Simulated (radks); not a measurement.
**Ti⁴⁺ in [Ar]: an all-electron calculation**

An exercise on one series of results from a longer session: the logs are not shown, and one member is left open.

Program: radks (a radial shooting solver on a logarithmic mesh, Libxc functionals) version 1. Level of theory: scalar-relativistic Kohn-Sham, PBE, spin-polarised, spherical densities, finite nucleus. These are calculated values, not measurements, unless marked.

## Starting point

| Quantity | Value |
| --- | --- |
| element | titanium (Z = 22) |
| charge | +4 |
| electrons | 18 |
| configuration | [Ar] |
| nuclear rms radius | 3.5921 fm |

The outer shells:

Ti⁴⁺
```
[Ne] core
3s [↑↓]
3p [↑↓][↑↓][↑↓]
```

The first run:

Input:

```text
Z 22
configuration [Ar] 4s0 3d0
relativity scalar-relativistic
functional pbe,pbe
spin polarised
nucleus finite rms 3.5921 fm
c 137.035999084
```

Started as:

```sh
$ python run_ks.py task.json out
```

The same process makes all the runs of this session.

One table of the session follows, with a row left open; its other results are not shown here.

From the orbitals of this run (lengths in bohr):

```
level      <r>  outermost maximum (interpolated)  90 % within  nodes
   1s  0.06960                            0.0456        0.124      0
   2s   0.3248                             0.269        0.505      1
   2p   0.2899                             0.220        0.477      0
   3s   0.9748                             0.858         1.45      2
   3p    1.027                             0.882         1.56      1
   3d        ?                                 ?            ?      ?
   4s    2.381                              2.22         3.40      3
```

Estimate the missing values for 3d.

As computed: <r>: 1.148; outermost maximum (interpolated): 0.881; 90 % within: 1.86; nodes: 0. In the column «<r>» it lies between 3p (1.027) and 4s (2.381).
